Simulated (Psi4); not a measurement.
# SiH2O2F2 (SMILES O[Si](O)(F)F) at wB97M-V/def2-SVP

Aim: the energy change on altering one bond length of SiH2O2F2 at wB97M-V/def2-SVP, from 2 runs. 

The calculation is run with Psi4 1.11.

## 1. The molecule

The species is SiH2O2F2 (7 atoms), meant as a singlet with charge 0. SMILES: `O[Si](O)(F)F`. The shape is that of a PBE0-D4/def2-TZVP optimisation. This is one conformer, not always the lowest.

Bond lengths: O1–Si2 1.609 Å, Si2–O3 1.609 Å, Si2–F4 1.583 Å, Si2–F5 1.583 Å, O1–H6 0.957 Å, O3–H7 0.957 Å. Angles: O1–Si2–O3 107.3°, O1–Si2–F4 112.2°, O1–Si2–F5 110.1°, O3–Si2–F4 110.1°, O3–Si2–F5 112.2°, F4–Si2–F5 104.9°, Si2–O1–H6 118.9°, Si2–O3–H7 118.9°.

## 2. The energy at wB97M-V/def2-SVP

calc.inp

```
memory 2200 mb

molecule {
  0 1
  O
  Si 1 1.609307
  O 2 1.609283 1 107.33654
  F 2 1.582858 3 110.12256 1 -122.45164
  F 2 1.582839 4 104.8519 3 120.94929
  H 1 0.957413 2 118.90297 5 32.84496
  H 3 0.9573 2 118.91056 5 -83.57528
  symmetry c1
  no_reorient
  no_com
}

set globals {
  basis                def2-SVP
  puream               true
  e_convergence        1e-09
  d_convergence        1e-08
  scf_type             pk
  dft_radial_points    99
  dft_spherical_points 590
}

energy('wb97m-v')
```

Launch:

```
psi4 -n 1 calc.inp calc.out
```

calc.out:

```text
Psi4 1.11 release

   => Loading Basis Set <=

    Name: DEF2-SVP
    Role: ORBITAL
    Keyword: BASIS

         ---------------------------------------------------------
                                   SCF
                              RKS Reference
                        1 Threads,   2098 MiB Core
         ---------------------------------------------------------

  ==> Geometry <==

    Molecular point group: c1
    Full point group: C1

    Geometry (in Angstrom), charge = 0, multiplicity = 1:

       Center              X                  Y                   Z               Mass
    ------------   -----------------  -----------------  -----------------  -----------------
         O           -0.000040047743    -0.039786963710    -1.638536541075    15.994914619570
         SI          -0.000040047743    -0.039786963710    -0.029229541075    27.976926534650
         O           -0.000040047743    -1.575961776333     0.450310571065    15.994914619570
         F            1.254114399254     0.717665548837     0.569771095383    18.998403162730
         F           -1.253995638360     0.757953569195     0.515366381459    18.998403162730
         H           -0.350163586542     0.721738405403    -2.101280825043     1.007825032230
         H            0.350307724537    -1.790899003841     1.314880820778     1.007825032230

  Running in c1 symmetry.

  Rotational constants: A =      0.13719  B =      0.13704  C =      0.12982 [cm^-1]
  Rotational constants: A =   4112.90201  B =   4108.47956  C =   3891.76240 [MHz]
  Nuclear repulsion =  270.470007934014006

  Charge       = 0
  Multiplicity = 1
  Electrons    = 50
  Nalpha       = 25
  Nbeta        = 25

  ==> Algorithm <==

  SCF Algorithm Type is PK.
  DIIS enabled.
  MOM disabled.
  Fractional occupation disabled.
  Guess Type is SAD.
  Energy threshold   = 1.00e-09
  Density threshold  = 1.00e-08
  Integral threshold = 1.00e-12

  ==> Primary Basis <==

  Basis Set: DEF2-SVP
    Blend: DEF2-SVP
    Number of shells: 38
    Number of basis functions: 84
    Number of Cartesian functions: 89
    Spherical Harmonics?: true
    Max angular momentum: 2

  ==> DFT Potential <==

   => LibXC <=

    Version 7.1.2

   => Composite Functional: WB97M-V <=

    wB97M-V Hyb-GGA Exchange-Correlation Functional

    Deriv               =              1
    GGA                 =           TRUE
    Meta                =           TRUE

    Exchange Hybrid     =           TRUE
    MP2 Hybrid          =          FALSE

   => Exchange-Correlation Functionals <=

    1.0000   wB97M-V exchange-correlation functional

   => Exact (HF) Exchange <=

    0.8500            HF,LR [omega = 0.3000]
    0.1500               HF

   => LibXC Density Thresholds  <==

    XC_HYB_MGGA_XC_WB97M_V:  1.00E-13

   => VV10 Non-Local Parameters <=

    VV10 B              =     6.0000E+00
    VV10 C              =     1.0000E-02

   => Molecular Quadrature <=

    Radial Scheme          =       TREUTLER
    Pruning Scheme         =           NONE
    Nuclear Scheme         =       TREUTLER

    Blocking Scheme        =         OCTREE
    BS radius alpha        =              1
    Pruning alpha          =              1
    Radial Points          =             99
    Spherical Points       =            590
    Total Points           =         390792
    Total Blocks           =           2853
    Max Points             =            256
    Max Functions          =             82
    Weights Tolerance      =       1.00E-15

  ==> Integral Setup <==

  Using in-core PK algorithm.
   Calculation information:
      Number of atoms:                   7
      Number of AO shells:              38
      Number of primitives:             76
      Number of atomic orbitals:        89
      Number of basis functions:        84

      Integral cutoff                 1.00e-12
      Number of threads:                 1

  Performing in-core PK
  Using 19122705 doubles for integral storage.
  We computed 248168 shell quartets total.
  Whereas there are 274911 unique shell quartets.

  Computing range-separated integrals for PK
  We computed 248168 wK shell quartets total.
  Whereas there are 274911 wK unique shell quartets.

  ==> DiskJK: Disk-Based J/K Matrices <==

    J tasked:                  Yes
    K tasked:                  Yes
    wK tasked:                 Yes
    Omega:               3.000E-01
    Memory [MiB]:              379
    Schwarz Cutoff:          1E-12

  Cached 50.0% of DFT collocation blocks in 0.862 [GiB].

  Minimum eigenvalue in the overlap matrix is 2.6034725610E-02.
  Reciprocal condition number of the overlap matrix is 6.4365542003E-03.
    Using symmetric orthogonalization.

  ==> Pre-Iterations <==

  SCF Guess: Superposition of Atomic Densities via on-the-fly atomic UHF (no occupation information).

   -------------------------
    Irrep   Nso     Nmo
   -------------------------
     A         84      84
   -------------------------
    Total      84      84
   -------------------------

  ==> Iterations <==

                        Total Energy        Delta E     RMS |[F,P]|

   @RKS iter SAD:  -639.78087793611826   -6.39781e+02   0.00000e+00
   @RKS iter   1:  -640.33438755071211   -5.53510e-01   9.71639e-03 DIIS/ADIIS
   @RKS iter   2:  -640.35819888073365   -2.38113e-02   9.62020e-03 DIIS/ADIIS
   @RKS iter   3:  -640.57808950735262   -2.19891e-01   3.91447e-04 DIIS/ADIIS
   @RKS iter   4:  -640.57843970648923   -3.50199e-04   2.65068e-04 DIIS/ADIIS
   @RKS iter   5:  -640.57860264249427   -1.62936e-04   5.21688e-05 DIIS
   @RKS iter   6:  -640.57861051930979   -7.87682e-06   8.54275e-06 DIIS
   @RKS iter   7:  -640.57861085958245   -3.40273e-07   1.48221e-06 DIIS
   @RKS iter   8:  -640.57861088545565   -2.58732e-08   3.85058e-07 DIIS
   @RKS iter   9:  -640.57861088700292   -1.54728e-09   6.38588e-08 DIIS
   @RKS iter  10:  -640.57861088705556   -5.26370e-11   1.21782e-08 DIIS
   @RKS iter  11:  -640.57861088705829   -2.72848e-12   4.04126e-09 DIIS
  Energy and wave function converged.

  ==> Post-Iterations <==

   Electrons on quadrature grid:
      Ntotal   =   50.0000013274 ; deviation = 1.327e-06

    Orbital Energies [Eh]
    ---------------------

    Doubly Occupied:

       1A    -66.503170     2A    -24.906526     3A    -24.906470
       4A    -19.359848     5A    -19.359822     6A     -5.538148
       7A     -3.857346     8A     -3.857216     9A     -3.855557
      10A     -1.320331    11A     -1.296685    12A     -1.149427
      13A     -1.130954    14A     -0.720587    15A     -0.646000
      16A     -0.633753    17A     -0.608762    18A     -0.575176
      19A     -0.567794    20A     -0.547942    21A     -0.530883
      22A     -0.493223    23A     -0.479316    24A     -0.461913
      25A     -0.453777

    Virtual:

      26A      0.093756    27A      0.135085    28A      0.191455
      29A      0.223147    30A      0.250625    31A      0.253411
      32A      0.364862    33A      0.474513    34A      0.485521
      35A      0.520085    36A      0.583680    37A      0.651343
      38A      0.699254    39A      0.780342    40A      0.921484
      41A      0.925233    42A      0.928822    43A      1.053086
      44A      1.112144    45A      1.116191    46A      1.126895
      47A      1.192038    48A      1.259570    49A      1.276085
      50A      1.308079    51A      1.329991    52A      1.334719
      53A      1.368928    54A      1.453333    55A      1.505271
      56A      1.547853    57A      1.572223    58A      1.583938
      59A      1.710039    60A      1.782974    61A      1.802570
      62A      1.915969    63A      2.310670    64A      2.316302
      65A      2.765148    66A      2.807595    67A      2.906589
      68A      2.991575    69A      3.033450    70A      3.040842
      71A      3.148759    72A      3.161161    73A      3.166160
      74A      3.188746    75A      3.191845    76A      3.207561
      77A      3.275040    78A      3.356785    79A      3.365550
      80A      3.424365    81A      3.652142    82A      3.716037
      83A      3.752550    84A      3.782315

    Final Occupation by Irrep:
              A
    DOCC [    25 ]
    NA   [    25 ]
    NB   [    25 ]

  @RKS Final Energy:  -640.57861088705829

   => Energetics <=

    Nuclear Repulsion Energy =            270.4700079340140064
    One-Electron Energy =               -1426.6779442964257214
    Two-Electron Energy =                 559.9999176338945972
    DFT Exchange-Correlation Energy =     -44.5766369629456207
    Empirical Dispersion Energy =           0.0000000000000000
    VV10 Nonlocal Energy =                  0.2060448044043666
    Total Energy =                       -640.5786108870582893

Computation Completed

Properties will be evaluated at   0.000000,   0.000000,   0.000000 [a0]

Properties computed using the SCF density matrix

 Multipole Moments:

 ------------------------------------------------------------------------------------
     Multipole            Electronic (a.u.)      Nuclear  (a.u.)        Total (a.u.)
 ------------------------------------------------------------------------------------

 L = 1.  Multiply by 2.5417464519 to convert [e a0] to [Debye]
 Dipole X            :         -0.0000364            0.0000218           -0.0000145
 Dipole Y            :          2.5046588           -2.4029681            0.1016907
 Dipole Z            :          1.8421103           -1.7672417            0.0748685
 Magnitude           :                                                    0.1262787

 ------------------------------------------------------------------------------------

	total time  =        166 seconds =       2.77 minutes

    Psi4 run time: 0:02:45.51
```

Run time: 2.8 min. Hardware: 1 thread of Intel Xeon Platinum 8259CL at 2.50GHz (Skylake/Cascade Lake), shared host; peak memory 1.3 GiB.

## 3. The distorted shape, same level

input.in

```
memory 2200 mb

molecule geom {
  0 1
  O
  Si 1 r2
  O 2 r3 1 a3
  F 2 r4 3 a4 1 d4
  F 2 r5 4 a5 3 d5
  H 1 r6 2 a6 5 d6
  H 3 r7 2 a7 5 d7

  r2 = 1.609307
  r3 = 1.609283
  a3 = 107.33654
  r4 = 1.582858
  a4 = 110.12256
  d4 = -122.45164
  r5 = 1.582839
  a5 = 104.8519
  d5 = 120.94929
  r6 = 1.2446
  a6 = 118.90297
  d6 = 32.84495
  r7 = 0.9573
  a7 = 118.91056
  d7 = -83.57528
  symmetry c1
}

set basis def2-SVP
set reference rks
set puream true
set e_convergence 1e-09
set d_convergence 1e-08
set scf_type pk
set dft_radial_points 99
set dft_spherical_points 590

result, w = energy("wb97m-v", return_wfn=True)
```

Launch:

```
psi4 -n 1 input.in input.out
```

input.out:

```text
Psi4 1.11 release

   => Loading Basis Set <=

    Name: DEF2-SVP
    Role: ORBITAL
    Keyword: BASIS

         ---------------------------------------------------------
                                   SCF
                              RKS Reference
                        1 Threads,   2098 MiB Core
         ---------------------------------------------------------

  ==> Geometry <==

    Molecular point group: c1
    Full point group: C1

    Geometry (in Angstrom), charge = 0, multiplicity = 1:

       Center              X                  Y                   Z               Mass
    ------------   -----------------  -----------------  -----------------  -----------------
         O            0.001018627876    -0.042089598768    -1.637137334135    15.994914619570
         SI           0.001018627876    -0.042089598768    -0.027830334135    27.976926534650
         O            0.001018627876    -1.578264411391     0.451709778005    15.994914619570
         F            1.255173074873     0.715362913780     0.571170302323    18.998403162730
         F           -1.252936962741     0.755650934137     0.516765588399    18.998403162730
         H           -0.454128651105     0.947863951417    -2.238687068499     1.007825032230
         H            0.351366400156    -1.793201638898     1.316280027719     1.007825032230

  Running in c1 symmetry.

  Rotational constants: A =      0.13712  B =      0.13586  C =      0.12881 [cm^-1]
  Rotational constants: A =   4110.61264  B =   4072.96395  C =   3861.66228 [MHz]
  Nuclear repulsion =  268.897863708734633

  Charge       = 0
  Multiplicity = 1
  Electrons    = 50
  Nalpha       = 25
  Nbeta        = 25

  ==> Algorithm <==

  SCF Algorithm Type is PK.
  DIIS enabled.
  MOM disabled.
  Fractional occupation disabled.
  Guess Type is SAD.
  Energy threshold   = 1.00e-09
  Density threshold  = 1.00e-08
  Integral threshold = 1.00e-12

  ==> Primary Basis <==

  Basis Set: DEF2-SVP
    Blend: DEF2-SVP
    Number of shells: 38
    Number of basis functions: 84
    Number of Cartesian functions: 89
    Spherical Harmonics?: true
    Max angular momentum: 2

  ==> DFT Potential <==

   => LibXC <=

    Version 7.1.2

   => Composite Functional: WB97M-V <=

    wB97M-V Hyb-GGA Exchange-Correlation Functional

    Deriv               =              1
    GGA                 =           TRUE
    Meta                =           TRUE

    Exchange Hybrid     =           TRUE
    MP2 Hybrid          =          FALSE

   => Exchange-Correlation Functionals <=

    1.0000   wB97M-V exchange-correlation functional

   => Exact (HF) Exchange <=

    0.8500            HF,LR [omega = 0.3000]
    0.1500               HF

   => LibXC Density Thresholds  <==

    XC_HYB_MGGA_XC_WB97M_V:  1.00E-13

   => VV10 Non-Local Parameters <=

    VV10 B              =     6.0000E+00
    VV10 C              =     1.0000E-02

   => Molecular Quadrature <=

    Radial Scheme          =       TREUTLER
    Pruning Scheme         =           NONE
    Nuclear Scheme         =       TREUTLER

    Blocking Scheme        =         OCTREE
    BS radius alpha        =              1
    Pruning alpha          =              1
    Radial Points          =             99
    Spherical Points       =            590
    Total Points           =         391101
    Total Blocks           =           2846
    Max Points             =            256
    Max Functions          =             82
    Weights Tolerance      =       1.00E-15

  ==> Integral Setup <==

  Using in-core PK algorithm.
   Calculation information:
      Number of atoms:                   7
      Number of AO shells:              38
      Number of primitives:             76
      Number of atomic orbitals:        89
      Number of basis functions:        84

      Integral cutoff                 1.00e-12
      Number of threads:                 1

  Performing in-core PK
  Using 19122705 doubles for integral storage.
  We computed 246495 shell quartets total.
  Whereas there are 274911 unique shell quartets.

  Computing range-separated integrals for PK
  We computed 246495 wK shell quartets total.
  Whereas there are 274911 wK unique shell quartets.

  ==> DiskJK: Disk-Based J/K Matrices <==

    J tasked:                  Yes
    K tasked:                  Yes
    wK tasked:                 Yes
    Omega:               3.000E-01
    Memory [MiB]:              379
    Schwarz Cutoff:          1E-12

  Cached 50.0% of DFT collocation blocks in 0.858 [GiB].

  Minimum eigenvalue in the overlap matrix is 2.6027182663E-02.
  Reciprocal condition number of the overlap matrix is 6.5189416599E-03.
    Using symmetric orthogonalization.

  ==> Pre-Iterations <==

  SCF Guess: Superposition of Atomic Densities via on-the-fly atomic UHF (no occupation information).

   -------------------------
    Irrep   Nso     Nmo
   -------------------------
     A         84      84
   -------------------------
    Total      84      84
   -------------------------

  ==> Iterations <==

                        Total Energy        Delta E     RMS |[F,P]|

   @RKS iter SAD:  -639.61501918345652   -6.39615e+02   0.00000e+00
   @RKS iter   1:  -640.27053627074326   -6.55517e-01   9.83663e-03 ADIIS/DIIS
   @RKS iter   2:  -640.26959355082840    9.42720e-04   1.03630e-02 ADIIS/DIIS
   @RKS iter   3:  -640.53263674526772   -2.63043e-01   6.86516e-04 ADIIS/DIIS
   @RKS iter   4:  -640.53361282253172   -9.76077e-04   3.93191e-04 ADIIS/DIIS
   @RKS iter   5:  -640.53401118506326   -3.98363e-04   5.01982e-05 DIIS
   @RKS iter   6:  -640.53402240071023   -1.12156e-05   1.60851e-05 DIIS
   @RKS iter   7:  -640.53402355318542   -1.15248e-06   7.58121e-06 DIIS
   @RKS iter   8:  -640.53402381213039   -2.58945e-07   2.26715e-06 DIIS
   @RKS iter   9:  -640.53402385860147   -4.64711e-08   5.46439e-07 DIIS
   @RKS iter  10:  -640.53402386298797   -4.38649e-09   1.13988e-07 DIIS
   @RKS iter  11:  -640.53402386314690   -1.58934e-10   4.12723e-08 DIIS
   @RKS iter  12:  -640.53402386315270   -5.79803e-12   2.09067e-08 DIIS
   @RKS iter  13:  -640.53402386315429   -1.59162e-12   3.33115e-09 DIIS
  Energy and wave function converged.

  ==> Post-Iterations <==

   Electrons on quadrature grid:
      Ntotal   =   50.0000016874 ; deviation = 1.687e-06

    Orbital Energies [Eh]
    ---------------------

    Doubly Occupied:

       1A    -66.497941     2A    -24.902703     3A    -24.902162
       4A    -19.368223     5A    -19.357725     6A     -5.533080
       7A     -3.852266     8A     -3.852205     9A     -3.850405
      10A     -1.316247    11A     -1.292732    12A     -1.140508
      13A     -1.092802    14A     -0.700206    15A     -0.640757
      16A     -0.609121    17A     -0.594652    18A     -0.567611
      19A     -0.560698    20A     -0.543840    21A     -0.526772
      22A     -0.487195    23A     -0.470688    24A     -0.455799
      25A     -0.443852

    Virtual:

      26A      0.040234    27A      0.117278    28A      0.183128
      29A      0.228155    30A      0.247331    31A      0.257024
      32A      0.369659    33A      0.474156    34A      0.489381
      35A      0.524769    36A      0.536107    37A      0.626500
      38A      0.657437    39A      0.760450    40A      0.905591
      41A      0.927997    42A      0.932445    43A      1.044092
      44A      1.103708    45A      1.111471    46A      1.129369
      47A      1.207490    48A      1.258955    49A      1.280818
      50A      1.328385    51A      1.336530    52A      1.343067
      53A      1.375289    54A      1.454101    55A      1.506100
      56A      1.533118    57A      1.565659    58A      1.589139
      59A      1.671773    60A      1.749713    61A      1.797738
      62A      1.846368    63A      1.918607    64A      2.314968
      65A      2.765404    66A      2.801551    67A      2.825388
      68A      2.836427    69A      2.975539    70A      3.038951
      71A      3.147803    72A      3.164428    73A      3.169802
      74A      3.178150    75A      3.191750    76A      3.209462
      77A      3.275425    78A      3.334060    79A      3.369739
      80A      3.393299    81A      3.461220    82A      3.655912
      83A      3.721902    84A      3.770611

    Final Occupation by Irrep:
              A
    DOCC [    25 ]
    NA   [    25 ]
    NB   [    25 ]

  @RKS Final Energy:  -640.53402386315429

   => Energetics <=

    Nuclear Repulsion Energy =            268.8978637087346328
    One-Electron Energy =               -1423.8915491629659300
    Two-Electron Energy =                 558.7514120286945172
    DFT Exchange-Correlation Energy =     -44.4975988620466438
    Empirical Dispersion Energy =           0.0000000000000000
    VV10 Nonlocal Energy =                  0.2058484244292320
    Total Energy =                       -640.5340238631542888

Computation Completed

Properties will be evaluated at   0.000000,   0.000000,   0.000000 [a0]

Properties computed using the SCF density matrix

 Multipole Moments:

 ------------------------------------------------------------------------------------
     Multipole            Electronic (a.u.)      Nuclear  (a.u.)        Total (a.u.)
 ------------------------------------------------------------------------------------

 L = 1.  Multiply by 2.5417464519 to convert [e a0] to [Debye]
 Dipole X            :          0.0413670           -0.0984139           -0.0570469
 Dipole Y            :          2.4109473           -2.1888689            0.2220785
 Dipole Z            :          1.8659492           -1.8973401           -0.0313909
 Magnitude           :                                                    0.2314273

 ------------------------------------------------------------------------------------

	total time  =        190 seconds =       3.17 minutes

    Psi4 run time: 0:03:11.12
```

Run time: 3.2 min. Hardware: 1 thread of Intel Xeon Platinum 8259CL at 2.50GHz (Skylake/Cascade Lake), shared host; peak memory 1.3 GiB.

## 4. What came out

At wB97M-V/def2-SVP:

```
                                                         quantity          value
                                        first shape: total energy  -640.57861 Eh
                                       first shape: dipole moment         0.32 D
                                         first shape: HOMO energy      -12.35 eV
                                         first shape: LUMO energy        2.55 eV
                                       first shape: HOMO–LUMO gap       14.90 eV
                                    distorted shape: total energy  -640.53402 Eh
                                   distorted shape: dipole moment         0.59 D
                                     distorted shape: HOMO energy      -12.08 eV
                                     distorted shape: LUMO energy        1.09 eV
                                   distorted shape: HOMO–LUMO gap       13.17 eV
energy change with the O1–H6 bond stretched from 0.957 to 1.245 Å       1.213 eV
```

With the O1–H6 bond stretched from 0.957 to 1.245 Å the energy rises by 1.21 eV (117 kJ/mol). The first shape isn't relaxed at this level, so the change isn't measured from a minimum.
